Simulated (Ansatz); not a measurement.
# Mg2Rh: response to biaxial strain in the a-b plane

A series on Mg2Rh: biaxial strain in the a-b plane, -2 to +2 %; the length and tilt of c and the atoms relax. Wanted: energy, stress and any gap along the series.

Computed with Ansatz 0.2.0 (DFT PBEsol, scalar-relativistic, plane waves, PAW, unless a step's input says otherwise).

**1. The structure to begin with**

It takes space group I4/mmm (No. 139, tetragonal). The conventional cell has a = 3.172 Å, b = 3.172 Å, c = 10.109 Å, α = 90.00°, β = 90.00°, γ = 90.00°. Mg (site symmetry 4mm) has 4 Rh at 2.67 Å and 1 Mg at 2.89 Å as nearest neighbours. Rh (site symmetry 4/mmm) has 8 Mg at 2.67 Å as nearest neighbours.

As a file:

```
Mg Rh
1.0
    -1.58595    1.58595    5.05429
     1.58595   -1.58595    5.05429
     1.58595    1.58595   -5.05429
Mg Rh
2 1
Direct
  0.64282 0.64282 0.00000
  0.35718 0.35718 0.00000
  0.00000 0.00000 0.00000
```

The structure comes from the Materials Project (structure only).

(A quick probe on a coarse mesh, which set the mesh and smearing, is not shown.)

**3. Relaxing cell and atoms**

The input, input.yaml:

```yaml
crystal:
  lattice:
    - [-1.5859504672, 1.5859504672, 5.0542939461]
    - [1.5859504672, -1.5859504672, 5.0542939461]
    - [1.5859504672, 1.5859504672, -5.0542939461]
  atoms:
    - { symbol: Mg, position: [0.6428177, 0.6428177, 0.0] }
    - { symbol: Mg, position: [0.3571823, 0.3571823, 0.0] }
    - { symbol: Rh, position: [0.0, 0.0, 0.0] }
basis:
  ecutwfc: 420
kpoints:
  mp_grid: { grid: [18, 18, 18] }
hamiltonian:
  xc: pbesol
scf:
  occupations: { method: gaussian, width: 0.1 }
output:
  forces: true
  stress: true
  eigenvalues: true
relax:
  adjacent_minimum: "off"
  f_tol: 0.005
  max_steps: 80
  cell: { stress_tol: 0.05 }
```

Further runs follow: zero strain; At -1.0 %; strain +1.0 %; At -2.0 %; strain +2.0 %.

Before running it: what results should come out? Wanted: relaxed cell; volume; formation energy; (1/V) d²E/dε², innermost pair; strain of the free axis c per applied strain.

**Answer**, as computed:

```
                                                               quantity                                                                       value
                                            relaxed cell (conventional)  a = 3.168 Å, b = 3.168 Å, c = 10.041 Å, α = 90.00°, β = 90.00°, γ = 90.00°
                                                   space group (0.01 Å)                                                            I4/mmm (No. 139)
                                                                 volume                                                               16.79 Å³/atom
formation energy (elements from runs with the same settings, not shown)                                                               -0.37 eV/atom
                                                    largest energy cost                                                      4.6 meV/atom at -2.0 %
                                          (1/V) d²E/dε², innermost pair                                                                     245 GPa
                           strain of the free axis c per applied strain                                                                       -1.75
```

The cell shrank by 0.9 % in volume on relaxing. The pair at ±1.0 % gives a curvature of 245 GPa, a rough value of twice the biaxial modulus; so few points cannot test it. On this cell's mesh the unstrained reference holds a stress of up to 0.17 GPa. The free axis c moves against the applied strain (factor -1.75).
